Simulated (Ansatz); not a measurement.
# TaO2: further runs on the relaxed cell

One table from this session's results is given with a row withheld; the runs are named, their logs left out.

Computed with Ansatz 0.2.0 (DFT PBEsol, scalar-relativistic, plane waves, PAW, unless a step's input says otherwise).

## The structure to begin with

It takes space group P4_2/mnm (No. 136, tetragonal). Conventional cell: a = 4.951 Å, b = 4.951 Å, c = 2.851 Å, α = 90.00°, β = 90.00°, γ = 90.00°. Ta (site symmetry mmm) has 6 O at 2.01 to 2.07 Å as nearest neighbours. Around O (site symmetry m2m) lie 3 Ta at 2.01 to 2.07 Å.

Structure file:

```cif
data_structure
_symmetry_space_group_name_H-M 'P4_2/mnm'
_symmetry_Int_Tables_number 136
_cell_length_a 4.9509
_cell_length_b 4.9509
_cell_length_c 2.8508
_cell_angle_alpha 90.000
_cell_angle_beta 90.000
_cell_angle_gamma 90.000
_cell_volume 69.88
loop_
_atom_site_label
_atom_site_type_symbol
_atom_site_symmetry_multiplicity
_atom_site_Wyckoff_symbol
_atom_site_fract_x
_atom_site_fract_y
_atom_site_fract_z
_atom_site_occupancy
Ta1 Ta 2 b 0.00000 0.00000 0.50000 1
O1 O 4 f 0.71344 0.28656 0.50000 1
```

It goes back to an entry of the Materials Project, which need not be the stable form.

This cell was relaxed beforehand with the same method: volume 11.65 Å³/atom, gap on the mesh none (metal).

Set-up of the first run:

input.yaml reads:

```yaml
crystal:
  lattice:
    - [4.9009318165, 0.0, 0.0]
    - [0.0, 4.9009318165, 0.0]
    - [0.0, 0.0, 2.8220259643]
  atoms:
    - { symbol: Ta, position: [0.0, 0.0, 0.5] }
    - { symbol: Ta, position: [0.5, 0.5, 0.0] }
    - { symbol: O, position: [0.7134360097, 0.2865639903, 0.5] }
    - { symbol: O, position: [0.2865639903, 0.7134360097, 0.5] }
    - { symbol: O, position: [0.2134360097, 0.2134360097, 0.0] }
    - { symbol: O, position: [0.7865639903, 0.7865639903, 0.0] }
basis:
  ecutwfc: 420
kpoints:
  mp_grid: { grid: [8, 8, 12] }
hamiltonian:
  xc: pbesol
scf:
  occupations: { method: gaussian, width: 0.1 }
output:
  forces: true
  stress: true
  eigenvalues: true
relax:
  adjacent_minimum: "off"
  f_tol: 0.01
  max_steps: 30
  cell: { stress_tol: 0.1, fix: [volume] }
```

On the command line:

```bash
ansatz run input.yaml --threads 1 --pin off --max-ram 2560MiB --backend cpu --events-out ev --progress --plain --runs-dir out
```

Steps of the session up to this table: The cell scaled to 0.97 of its volume; Volume × 1.03; Point at V/V0 = 0.94; The cell scaled to 1.06 of its volume.

One of the session's tables, all rows but one given; the rest of the session is left out.

It belongs to the step «Fit of the equation of state». 

```
volume (Å³/atom)  energy above the lowest point (meV/atom)  pressure (GPa)
          10.948                                      39.8           19.35
          11.297                                       9.4            8.88
          11.646                                       0.0           -0.01
          11.996                                         ?               ?
          12.345                                      32.0          -13.89
```

Q: Estimate the row for volume (Å³/atom) = 11.996 from the others.

Worked estimate for «energy above the lowest point (meV/atom)». A straight line through the neighbours (11.646, 0.0) and (12.345, 32.0) gives 0.0 + (32.0 − 0.0) × (11.996 − 11.646) / (12.345 − 11.646) = 16.0; a parabola fitted to 3 rows on both sides gives 7.5.

**Answer.** energy above the lowest point (meV/atom): 8.5; pressure (GPa): -7.54. In «energy above the lowest point (meV/atom)» the line misses by +7.5 and the parabola by -1.0.
